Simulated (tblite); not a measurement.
# C2H16N2O2Si4: the cost of one run

Computed with tblite 0.8.0 (tight binding) and PySCF 2.14.0 (DFT, with response routines of our own); each step states its level. Atoms count from 0 throughout.

## Step 1: The starting structure

26 atoms, charge 0, multiplicity 1; geometry from: MMFF94s geometry. This is the first candidate.

Bonds of the start (Å): C0–H10 1.09, C0–H11 1.09, C0–H12 1.10, C0–Si1 1.87, C5–H17 1.10, C5–H18 1.09, C5–H19 1.09, N3–H15 1.03, N3–Si4 1.69, N6–H20 1.02, N6–Si7 1.68, O2–H14 0.98, O8–H22 0.98, Si1–H13 1.48, Si1–N3 1.69, Si1–O2 1.63, Si4–C5 1.84, Si4–H16 1.48, Si4–N6 1.68, Si7–H21 1.47, Si7–O8 1.66, Si7–Si9 2.34, Si9–H23 1.49, Si9–H24 1.50 and more.

## Step 2: GFN2-xTB relaxation, isomer A, conformer 1

The job: settings as JSON, then the geometry in Å.

```
{"job": {"xc": "GFN2-xTB", "basis": "xTB", "kind": "relax"}, "charge": 0, "multiplicity": 1}
C      4.055300    -0.878600    -0.927400
Si     2.263700    -0.639000    -1.388000
O      2.071300     0.486600    -2.557900
N      1.413600    -0.018900    -0.068600
Si    -0.249700    -0.303900    -0.144300
C     -0.758200    -2.061400     0.011100
N     -0.599000     0.612000     1.221400
Si    -2.195900     1.131700     1.347600
O     -3.029400    -0.215500     1.847200
Si    -3.238200     2.256800    -0.416400
H      4.620700    -1.243600    -1.783000
H      4.496300     0.061400    -0.596000
H      4.152800    -1.600700    -0.105300
H      1.708100    -1.938900    -1.810400
H      2.124500     1.416500    -2.252900
H      1.734200    -0.466100     0.808000
H     -0.780100     0.388500    -1.337900
H     -0.315500    -2.530100     0.903100
H     -1.840600    -2.158600     0.102500
H     -0.442900    -2.656100    -0.845100
H      0.011600     1.423300     1.190900
H     -2.185100     2.054500     2.497000
H     -2.652500    -0.633300     2.643900
H     -4.583500     2.753300    -0.019600
H     -2.397700     3.426200    -0.826800
H     -3.405000     1.356400    -1.590400
```

Run with:

```bash
$ OMP_NUM_THREADS=1 python ens_run.py task.json out
```

This one command runs the whole study; its stages follow in the order run.

**Question.** How long does this first job take on 1 thread of Arm Neoverse V1, shared host?

About 5 s.
